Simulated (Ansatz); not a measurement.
# BiSb3O: the cost of one run

Method: DFT PBE, scalar-relativistic, plane waves, PAW, in Ansatz 0.2.0.

### Step 1. The system as given

The structure is cubic, space group Pm-3m (No. 221). The conventional cell has a = 4.726 Å, b = 4.726 Å, c = 4.726 Å, α = 90.00°, β = 90.00°, γ = 90.00°. Around Sb (site symmetry 4/mmm) lie 2 Bi at 2.36 Å and 8 Sb at 3.34 Å and 4 O at 3.34 Å. Bi (site symmetry m-3m) has 6 Sb at 2.36 Å in its first shell of neighbours. Around O (site symmetry m-3m) lie 12 Sb at 3.34 Å.

Structure file:

```cif
data_structure
_symmetry_space_group_name_H-M 'P 1'
_symmetry_Int_Tables_number 1
_cell_length_a 4.7261
_cell_length_b 4.7261
_cell_length_c 4.7261
_cell_angle_alpha 90.000
_cell_angle_beta 90.000
_cell_angle_gamma 90.000
_cell_volume 105.56
loop_
_atom_site_label
_atom_site_type_symbol
_atom_site_fract_x
_atom_site_fract_y
_atom_site_fract_z
_atom_site_occupancy
Sb1 Sb 0.50000 0.50000 0.00000 1
Sb2 Sb 0.00000 0.50000 0.50000 1
Sb3 Sb 0.50000 0.00000 0.50000 1
Bi1 Bi 0.50000 0.50000 0.50000 1
O1 O 0.00000 0.00000 0.00000 1
```

A structure generator made this guess: species swapped into a database cell of KZnF3 (Pm-3m, No. 221), with O on the K sites, Bi on the Zn sites and Sb on the F sites. The dimensions are guesses.

### Step 2. The guess as it stands, on a coarse mesh

File input.yaml:

```yaml
crystal:
  lattice:
    - [4.72610627, 0.0, 0.0]
    - [0.0, 4.72610627, 0.0]
    - [0.0, 0.0, 4.72610627]
  atoms:
    - { symbol: Sb, position: [0.5, 0.5, 0.0] }
    - { symbol: Sb, position: [0.0, 0.5, 0.5] }
    - { symbol: Sb, position: [0.5, 0.0, 0.5] }
    - { symbol: Bi, position: [0.5, 0.5, 0.5] }
    - { symbol: O, position: [0.0, 0.0, 0.0] }
basis:
  ecutwfc: 420
kpoints:
  mp_grid: { grid: [4, 4, 4] }
hamiltonian:
  xc: pbe
scf:
  occupations: { method: gaussian, width: 0.1 }
  lower_state_search: "off"
output:
  forces: true
  stress: true
  eigenvalues: true
```

The run is started by

```
ansatz run input.yaml --threads 1 --pin off --max-ram 2560MiB --backend cpu --events-out ev --progress --plain --runs-dir out
```

Q: Estimate wall time and peak memory on 1 thread of Intel Xeon Platinum 8259CL at 2.50GHz (Skylake/Cascade Lake), shared host.

About 2.6 s, with a peak of 0.43 GiB.
